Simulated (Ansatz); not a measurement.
# FGeH4: the cost of one run

The runs use Ansatz 0.2.0, Gaussian basis; PBE0-D4 structure, single points in def2-TZVPPD.

Levels: PBE-D4, revPBE-D4, BLYP-D4, r2SCAN-D4, B97M-V, PBE0-D4, B3LYP-D4, HSE06-D4, wB97X-V, wB97M-V, B2PLYP, Hartree-Fock, MP2, CCSD, CCSD(T). The reference is CCSD(T) extrapolated to the basis limit. For elements past Ar these valence bases correlate outer-core shells poorly and lack relativity, so that limit is rough.

Correlated methods freeze the cores. Filled d shells of the heavier atoms are correlated. B3LYP uses VWN-RPA correlation. B2PLYP carries no dispersion term here.

163 further runs of the same task are left out: 163 set aside as unsound or not needed.

### 1 Where the work starts

The pair, from a GFN2-xTB docking trial: 6 atoms, charge -1, spin multiplicity 1.

Atoms are counted from 1 here; the program's logs count them from 0.

Bond lengths: F1–Ge2 2.087 Å, Ge2–H3 1.501 Å, Ge2–H4 1.499 Å, Ge2–H5 1.498 Å, Ge2–H6 1.642 Å. Angles: F1–Ge2–H3 83.9°, F1–Ge2–H4 84.4°, F1–Ge2–H5 83.4°, F1–Ge2–H6 179.1°, H3–Ge2–H4 119.4°, H3–Ge2–H5 118.5°, H3–Ge2–H6 95.7°, H4–Ge2–H5 118.8°, H4–Ge2–H6 96.6°, H5–Ge2–H6 96.1°.

Geometry (Å):

```xyz
6

F     0.58670   -0.22730   -1.82720
Ge   -0.05130    0.02140    0.14380
H    -0.38020   -1.44050    0.05260
H    -0.99590    1.02610   -0.44450
H     1.37490    0.42010    0.37290
H    -0.53430    0.20030    1.70240
```

Atoms 1 to 1 are fragment A (F−), the rest fragment B (GeH4).

### 2 A first relaxation in a small basis

Contents of pre/in.yaml:

```yaml
crystal:
  periodic: [false, false, false]
  atoms:
    - {symbol: F, position_ang: [0.586700, -0.227300, -1.827200]}
    - {symbol: Ge, position_ang: [-0.051300, 0.021400, 0.143800]}
    - {symbol: H, position_ang: [-0.380200, -1.440500, 0.052600]}
    - {symbol: H, position_ang: [-0.995900, 1.026100, -0.444500]}
    - {symbol: H, position_ang: [1.374900, 0.420100, 0.372900]}
    - {symbol: H, position_ang: [-0.534300, 0.200300, 1.702400]}
basis:
  gaussian: {orbitals: def2-SVPD}
total_charge: -1
hamiltonian: {xc: pbe, dispersion: d4}
relax: {f_tol: 0.03, max_steps: 250}
```

Launch:

```console
$ ansatz run in.yaml --threads 2 --pin off --events-out ev --progress --plain --max-ram 5222MiB
```

**Question.** How long does this run take on 2 threads of Intel Xeon Platinum 8175M at 2.50GHz, shared host?

About 8 s.
